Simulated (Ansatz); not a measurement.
# CaIr2, space group Fd-3m: a single point

Computed with the Python package of Ansatz (0.2.0).

Contents of `POSCAR`:
```text
CaIr2
1.0
   0.00000000    3.77115804    3.77115804
   3.77115804    0.00000000    3.77115804
   3.77115804    3.77115804    0.00000000
Ca Ir
2 4
Direct
   0.25000000    0.25000000    0.25000000
   0.00000000    0.00000000    0.00000000
   0.62500000    0.62500000    0.62500000
   0.12500000    0.62500000    0.62500000
   0.62500000    0.12500000    0.62500000
   0.62500000    0.62500000    0.12500000
```

The cells in order, each with its output:

**Cell 1**
```python
from collections import Counter
from pathlib import Path
import warnings

import ansatz as az
from ase.io import read
import numpy as np
from pymatgen.core import Structure

warnings.simplefilter("ignore", az.DeckWarning)
```

**Cell 2**
```python
atoms = read("POSCAR", format="vasp")
system = az.Crystal.from_ase(atoms)

# settings of the run
job = (
    system.calculation()
    .functional("r2scan")
    .kpoints(spacing=0.26)
    .occupations("fermi_dirac")
    .band_table()
    .potential_components()
    .density_of_states(energy_step=0.05, method="smearing", broadening_width=0.1, projected=True)
)
result = job.run()
summary = result.report

result.lattice.cell_ang
```
Output:
```text
array([[0.        , 3.77115804, 3.77115804],
       [3.77115804, 0.        , 3.77115804],
       [3.77115804, 3.77115804, 0.        ]])
```

**Cell 3**
```python
summary["n_iterations"], summary["closed_by"]
```
Output:
```text
(8, 'deck_thresholds')
```

**Cell 4**
```python
[(site.symbol, site.position_frac.round(4).tolist()) for site in result.lattice.sites]
```
Output:
```text
[(<Element.CA: 'Ca'>, [0.25, 0.25, 0.25]), (<Element.CA: 'Ca'>, [0.0, 0.0, 0.0]),
 (<Element.IR: 'Ir'>, [0.625, 0.625, 0.625]), (<Element.IR: 'Ir'>, [0.125, 0.625, 0.625]),
 (<Element.IR: 'Ir'>, [0.625, 0.125, 0.625]), (<Element.IR: 'Ir'>, [0.625, 0.625, 0.125])]
```

**Cell 5**
```python
print(f"free energy      {summary['free_energy_ev']:.5f} eV")
print(f"per atom         {summary['free_energy_ev'] / len(result.lattice.sites):.5f} eV")
print(f"SCF iterations   {summary['n_iterations']}  (converged: {summary['converged']})")
```
Output:
```text
free energy      -51441.46274 eV
per atom         -8573.57712 eV
SCF iterations   8  (converged: True)
```

**Cell 6**
```python
fermi = summary["fermi_energy_ev"]
print("levels less the Fermi level (eV) at the first k-points")
for k, levels in list(zip(summary["kpoints_frac"], summary["eigenvalues_ev"]))[:3]:
    print("k = ({:.3f}, {:.3f}, {:.3f})".format(*k))
    print("   ", " ".join(f"{e - fermi:.3f}" for e in levels))
```
Output:
```text
levels less the Fermi level (eV) at the first k-points
k = (0.000, 0.000, 0.000)
    -93.734 -93.670 -93.670 -93.670 -50.780 -50.211 -50.211 -50.211 -49.951 -49.951 -49.743 -49.743 -49.743 -49.654 -49.654 -49.654 -41.608 -41.519 -21.897 -21.897 -21.897 -21.672 -21.672 -21.672 -8.957 -6.043 -5.664 -5.664 -5.664 -4.222 -4.222 -3.885 -3.885 -3.885 -0.550 -0.550 -0.550 -0.334 -0.334 -0.334 -0.194 -0.194 1.083 1.083 1.083 1.252 1.252 1.450 2.626 2.626 2.626 4.580 4.580
k = (0.000, 0.000, 0.167)
    -93.731 -93.673 -93.670 -93.670 -50.745 -50.213 -50.197 -50.197 -49.942 -49.942 -49.781 -49.750 -49.750 -49.671 -49.671 -49.654 -41.603 -41.523 -21.901 -21.901 -21.894 -21.680 -21.666 -21.666 -8.673 -5.818 -5.572 -5.491 -5.491 -4.117 -4.117 -3.974 -3.749 -3.749 -1.150 -0.838 -0.838 -0.772 -0.772 -0.362 -0.285 -0.285 0.119 0.679 0.679 1.404 1.653 1.653 2.626 3.040 3.040 4.401 4.401
k = (0.000, 0.000, 0.333)
    -93.723 -93.681 -93.670 -93.670 -50.664 -50.219 -50.169 -50.169 -49.913 -49.913 -49.863 -49.783 -49.783 -49.697 -49.697 -49.654 -41.591 -41.534 -21.910 -21.910 -21.902 -21.680 -21.656 -21.656 -7.998 -5.341 -5.138 -5.127 -5.127 -4.163 -3.789 -3.789 -3.279 -3.279 -2.319 -1.890 -1.815 -1.815 -1.458 -1.458 -0.418 -0.382 -0.382 0.109 0.109 1.732 2.307 2.307 2.626 3.496 3.496 4.181 4.181
```

**Cell 7**
```python
folder = Path(result.write_results("parts"))
text = (folder / "v_comp_z.tsv").read_text().splitlines()
rows = np.array([line.split() for line in text if not line.startswith("#")], dtype=float)
print(text[0])
print(np.array2string(rows[:: max(len(rows) // 12, 1)], precision=3, suppress_small=True))
```
Output:
```text
# z_ang	v_loc[eV]	v_h[eV]	v_xc[eV]
[[  0.     26.173 -17.324 -11.83 ]
 [  0.4    22.936 -16.53  -12.481]
 [  0.8    22.38  -16.308 -12.627]
 [  1.2    24.951 -17.153 -12.025]
 [  1.6    27.976 -16.575 -11.492]
 [  2.     24.446 -10.381 -11.453]
 [  2.4     7.514   3.981 -12.518]
 [  2.8   -19.247  23.474 -15.17 ]
 [  3.2   -37.405  36.651 -16.677]
 [  3.6   -33.428  33.769 -16.385]
 [  4.    -10.286  16.988 -14.215]
 [  4.4    14.858  -1.704 -11.977]
 [  4.8    26.837 -13.293 -11.381]
 [  5.2    27.279 -17.188 -11.64 ]]
```

**Cell 8**
```python
gap = None if "band_edges_ev" not in summary else summary["band_edges_ev"][1] - summary["band_edges_ev"][0]
print("gap on the k mesh:", "withheld (metal, or smearing too wide to tell)" if gap is None else f"{gap:.3f} eV")
print("lowest empty less highest filled band, by band count:", round(summary["gap_by_band_count_ev"], 3), "eV")
```
Output:
```text
gap on the k mesh: withheld (metal, or smearing too wide to tell)
lowest empty less highest filled band, by band count: -1.256 eV
```

**Cell 9**
```python
# d-band centre and width over a window about the Fermi level
dos = result.density_of_states()
energy = np.asarray(dos.energies_ev) - dos.fermi_ev
window = (energy > -12) & (energy < 4)
for index, site in enumerate(result.projected_density_of_states().sites):
    for shell in site.shells:
        if shell.l == 2:
            g = sum(np.sum(part.g_bin_mean_per_ev, axis=0) for part in shell.curves)[window]
            if g.sum() > 1e-6:
                centre = (g * energy[window]).sum() / g.sum()
                width = np.sqrt((g * (energy[window] - centre) ** 2).sum() / g.sum())
                print(f"site {index} {site.species} {shell.label}: centre {centre:.3f} eV, rms width {width:.3f} eV")
```
Output:
```text
site 2 Ir 5D: centre -2.163 eV, rms width 2.209 eV
site 3 Ir 5D: centre -2.163 eV, rms width 2.209 eV
site 4 Ir 5D: centre -2.163 eV, rms width 2.209 eV
site 5 Ir 5D: centre -2.163 eV, rms width 2.209 eV
```

**Cell 10**
```python
final = Structure(result.lattice.cell_ang, [s.symbol for s in result.lattice.sites], [s.position_frac for s in result.lattice.sites])
# first shell of each atom, within 15 % of its shortest distance
shortest = {}
for site, neighbours in zip(final, final.get_all_neighbors(5.0)):
    for other in neighbours:
        pair = "-".join(sorted((site.specie.symbol, other.specie.symbol)))
        shortest[pair] = min(shortest.get(pair, 9e9), other.nn_distance)
for pair, distance in sorted(shortest.items(), key=lambda item: item[1]):
    print(f"shortest {pair:6s} {distance:.4f} A")
```
Output:
```text
shortest Ir-Ir  2.6666 A
shortest Ca-Ir  3.1269 A
shortest Ca-Ca  3.2659 A
```

Notes:
- Total energies depend on the potentials; only differences at equal settings carry meaning.
- The mesh is modest for a metal, so energies can be off by several to tens of meV an atom and pressures by half a GPa or more; differences at equal mesh fare better.
- Projections exist only for the shells that the potentials hold, some of them semicore, and samples at single energies can miss narrow peaks.
- The empty d shell of the heavier alkali and alkaline-earth atoms, which makes much of a conduction band, may have no channel.
- A gap by band count of zero or less means overlapping bands, a metal.
- This cell is a computed structure, which may not be the phase found in nature.
- Levels are Kohn-Sham eigenvalues on this mesh, without spin-orbit coupling.
- The computed bands are complete only to about 4.2 eV above the Fermi level; beyond that the density of states is undercounted.
- A band centre counts only the states inside the window taken.
- Timing: 13 s on 1 thread of Arm Neoverse V1, on a shared host, peak memory 0.71 GiB.

(Lines on the test bed's own set-up are left out of the output.)
